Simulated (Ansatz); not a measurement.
From input file to script: C3H9BO, SMILES BCCCO in Ansatz 0.2.0.

```yaml
crystal:
  periodic: [false, false, false]
  atoms:
    - { symbol: B, position_ang: [-0.9072, 0.6134, 1.9728] }
    - { symbol: C, position_ang: [-0.789, 0.1687, 0.4531] }
    - { symbol: C, position_ang: [0.6512, -0.1304, 0.1238] }
    - { symbol: C, position_ang: [0.9368, -0.6466, -1.2934] }
    - { symbol: O, position_ang: [0.5763, 0.3381, -2.2455] }
    - { symbol: H, position_ang: [-0.6464, -0.0371, 2.8509] }
    - { symbol: H, position_ang: [-1.3732, 1.7304, 2.1964] }
    - { symbol: H, position_ang: [-1.3637, -0.7234, 0.3011] }
    - { symbol: H, position_ang: [-1.1588, 0.9895, -0.1741] }
    - { symbol: H, position_ang: [1.0653, -0.9034, 0.8665] }
    - { symbol: H, position_ang: [1.2884, 0.7871, 0.2878] }
    - { symbol: H, position_ang: [0.2504, -1.5531, -1.439] }
    - { symbol: H, position_ang: [1.8725, -0.9383, -1.4396] }
    - { symbol: H, position_ang: [-0.4156, 0.2759, -2.4321] }
basis:
  gaussian:
    orbitals: def2-SVP
hamiltonian:
  xc: pbe0
relax:
  f_tol: 0.01
```

`opt.py`:
```python
"""Geometry optimisation of C3H9BO."""

import logging
import sys

import ansatz
import numpy as np

logging.basicConfig(stream=sys.stdout, format="%(levelname)s:%(name)s:%(message)s")
logger = logging.getLogger("calc")
logger.setLevel(logging.INFO)

GEOMETRY = """
B    -0.90720    0.61340    1.97280
C    -0.78900    0.16870    0.45310
C     0.65120   -0.13040    0.12380
C     0.93680   -0.64660   -1.29340
O     0.57630    0.33810   -2.24550
H    -0.64640   -0.03710    2.85090
H    -1.37320    1.73040    2.19640
H    -1.36370   -0.72340    0.30110
H    -1.15880    0.98950   -0.17410
H     1.06530   -0.90340    0.86650
H     1.28840    0.78710    0.28780
H     0.25040   -1.55310   -1.43900
H     1.87250   -0.93830   -1.43960
H    -0.41560    0.27590   -2.43210
"""


def main() -> None:
    molecule = ansatz.Crystal.molecule()
    for line in GEOMETRY.strip().splitlines():
        symbol, *xyz = line.split()
        molecule = molecule.atom(symbol, [float(v) for v in xyz])

    job = (
        molecule.calculation()
        .basis(gaussian="def2-SVP")
        .functional("pbe0")
    )
    symbols = [site.symbol for site in molecule.cartesian_sites]
    start = np.array([site.position_ang for site in molecule.cartesian_sites], dtype=float)
    def progress(event):
        if event["event"] == "relax_step":
            row = event["data"]
            logger.info(f"step {row['step']:3d}  E = {row['lagrangian_ev']:.6f} eV  max force {row['allowed_force_max_ev_ang']:.4f} eV/A")


    data = job.relax(force_tolerance=0.01).session().plan().execute(on_event=progress).report
    end = np.array(data["positions_ang"])

    logger.info(f"E = {data['free_energy_ev']:.6f} eV = {data['free_energy_ev'] / 27.211386246:.7f} Ha")
    print("converged:", data["converged"], " doubts:", data["published_state_doubts"] or "none")

    logger.info("bond        before    after (A)")
    for i, j in [(0, 1), (0, 5), (0, 6), (1, 2), (1, 7), (1, 8), (2, 3), (2, 9), (2, 10), (3, 4), (3, 11), (3, 12), (4, 13)]:
        d0, d1 = (np.linalg.norm(xyz[i] - xyz[j]) for xyz in (start, end))
        print(f"{symbols[i]}{i}-{symbols[j]}{j}".ljust(10), f"{d0:8.4f} {d1:8.4f}")
    for i, j, k in [(1, 0, 5), (1, 0, 6), (5, 0, 6), (0, 1, 2), (0, 1, 7), (0, 1, 8), (2, 1, 7), (2, 1, 8)]:
        u, v = end[i] - end[j], end[k] - end[j]
        logger.info(f"angle {symbols[i]}{i}-{symbols[j]}{j}-{symbols[k]}{k}: {np.degrees(np.arccos(np.clip(u @ v / np.linalg.norm(u) / np.linalg.norm(v), -1, 1))):.2f} deg")


if __name__ == "__main__":
    main()
```

`python opt.py` gives:
```text
INFO:calc:step   1  E = -5968.001874 eV  max force 7.1078 eV/A
INFO:calc:step   2  E = -5968.561028 eV  max force 1.4630 eV/A
INFO:calc:step   3  E = -5968.608197 eV  max force 0.8030 eV/A
INFO:calc:step   4  E = -5968.525263 eV  max force 1.3784 eV/A
INFO:calc:step   5  E = -5968.655286 eV  max force 0.1739 eV/A
INFO:calc:step   6  E = -5968.665330 eV  max force 0.0971 eV/A
INFO:calc:step   7  E = -5968.678680 eV  max force 0.1281 eV/A
INFO:calc:step   8  E = -5968.687966 eV  max force 0.3777 eV/A
INFO:calc:step   9  E = -5968.703771 eV  max force 0.0925 eV/A
INFO:calc:step  10  E = -5968.698128 eV  max force 0.3569 eV/A
INFO:calc:step  11  E = -5968.705768 eV  max force 0.1326 eV/A
INFO:calc:step  12  E = -5968.706164 eV  max force 0.1215 eV/A
INFO:calc:step  13  E = -5968.703682 eV  max force 0.2390 eV/A
INFO:calc:step  14  E = -5968.707136 eV  max force 0.0796 eV/A
INFO:calc:step  15  E = -5968.705932 eV  max force 0.0756 eV/A
INFO:calc:step  16  E = -5968.707798 eV  max force 0.0120 eV/A
INFO:calc:step  17  E = -5968.707824 eV  max force 0.0074 eV/A
INFO:calc:E = -5968.707851 eV = -219.3459678 Ha
converged: True  doubts: none
INFO:calc:bond        before    after (A)
B0-C1        1.5878   1.5559
B0-H5        1.1235   1.2123
B0-H6        1.2308   1.2112
C1-C2        1.5073   1.5247
C1-H7        1.0720   1.1177
C1-H8        1.0972   1.1059
C2-C3        1.5351   1.5224
C2-H9        1.1492   1.1036
C2-H10       1.1290   1.1033
C3-O4        1.4164   1.4036
C3-H11       1.1463   1.1108
C3-H12       0.9910   1.1018
O4-H13       1.0112   0.9621
INFO:calc:angle C1-B0-H5: 121.64 deg
INFO:calc:angle C1-B0-H6: 119.85 deg
INFO:calc:angle H5-B0-H6: 118.41 deg
INFO:calc:angle B0-C1-C2: 119.24 deg
INFO:calc:angle B0-C1-H7: 100.53 deg
INFO:calc:angle B0-C1-H8: 109.95 deg
INFO:calc:angle C2-C1-H7: 110.31 deg
INFO:calc:angle C2-C1-H8: 111.75 deg
```

What to keep in mind:
- The settings weren't tested for convergence.
- The end point is the stationary point reached from this start; no frequency run checks that it is a minimum, and the basis set is modest.
- Finished in 2 min on 1 thread of Intel(R) Xeon(R) Platinum 8375C CPU @ 2.90GHz (Ice Lake), with other jobs on the host, peak memory 0.34 GiB.

(Lines on the test bed's own set-up are left out of the output.)
